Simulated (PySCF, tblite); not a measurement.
# C₄H₁₀OP₂: geometry, infrared bands and NMR shifts

Aim: predict the infrared bands and NMR shifts of C₄H₁₀OP₂ (`C=CC[P@](C)(=O)P`).

Programs: tblite 0.8.0 and PySCF 2.14.0, with density-fitted response routines of our own. Each step states its level of theory. These are calculated values for one molecule in the gas phase, unless marked as measured. Atoms count from 0, in the outputs and in this text.

## Step 1: The molecule as given

17 atoms, charge 0, multiplicity 1; geometry from: force field or distance geometry start.

Bonds of the start (Å): C0–C1 1.34, C1–C2 1.49, C2–P3 1.81, P3–C4 1.83, P3–O5 1.50, P3–P6 2.14, C0–H7 1.11, C0–H8 1.09, C1–H9 1.06, C2–H10 1.11, C2–H11 1.12, C4–H12 1.09, C4–H13 1.10, C4–H14 1.13, P6–H15 1.43, P6–H16 1.44.

## Step 2: Optimising the geometry with GFN2-xTB

What the job is given:

```
{"job": {"kind": "relax", "xc": "GFN2-xTB", "basis": "xTB"}, "charge": 0, "multiplicity": 1}
C      2.222800     0.435400     1.424600
C      1.814900     0.143000     0.181800
C      0.777100    -0.926100     0.081900
P     -0.695200    -0.257600    -0.729600
C     -2.214100    -0.937000     0.025000
O     -0.666800    -0.697600    -2.160700
P     -0.859500     1.872300    -0.629200
H      2.988100     1.207500     1.631200
H      1.776900    -0.084400     2.270400
H      2.211300     0.612300    -0.683300
H      0.562300    -1.333600     1.097100
H      1.124900    -1.784300    -0.540500
H     -3.047400    -0.663000    -0.628600
H     -2.085700    -2.014500     0.203300
H     -2.384800    -0.468200     1.037000
H     -1.919900     2.336800    -1.476200
H      0.388300     2.570900    -0.815300
```

Command:

```console
OMP_NUM_THREADS=1 python probes_run.py task.json out
```

This one command runs all jobs of the session in turn.

**Question.** This job is followed by: GFN2-xTB harmonic vibrations, gas phase; GIAO PBE0/pcSseg-1 NMR shielding, non-relativistic, gas phase. Predict these results of the whole session: strongest single infrared mode (GFN2-xTB); zero-point energy (GFN2-xTB); ¹³C shifts against TMS (PBE0/pcSseg-1); ¹H shifts against TMS (PBE0/pcSseg-1, means over atoms taken as alike); ³¹P shifts against H3PO4 (PBE0/pcSseg-1); ¹⁷O shifts against H2O (PBE0/pcSseg-1).

The runs gave:

| quantity | value |
| --- | --- |
| strongest single infrared mode (GFN2-xTB) | 1243 cm⁻¹, 255 km/mol |
| zero-point energy (GFN2-xTB) | 80.1 kcal/mol |
| ¹³C shifts against TMS (PBE0/pcSseg-1) | 141.2, 126.2, 47.1, 23.3 ppm |
| ¹H shifts against TMS (PBE0/pcSseg-1, means over atoms taken as alike) | 6.54, 5.54, 5.47, 2.81, 2.64, 2.01, 1.47 ppm |
| ³¹P shifts against H3PO4 (PBE0/pcSseg-1) | 24.2, -178.7 ppm |
| ¹⁷O shifts against H2O (PBE0/pcSseg-1) | 161.0 ppm |

The optimisation took 130 steps and gained 1.496 eV; among the close pairs (by a distance rule), P3–P6 changed most, from 2.139 to 2.195 Å. No mode is imaginary among the 45: a minimum at this level. The strongest single mode, at 1243 cm⁻¹, moves mainly O5 and P3. Unscaled tight-binding wavenumbers are off by several per cent, some by more. Its intensities can rank the bands wrongly. C1 (alkene CH) lies farthest downfield among carbon, at 141.2 ppm; the olefinic region. The most deshielded hydrogen is H9 (hydrogen on an alkene CH), at 6.54 ppm: a vinylic proton, deshielded by the sp2 carbon and the C=C anisotropy.
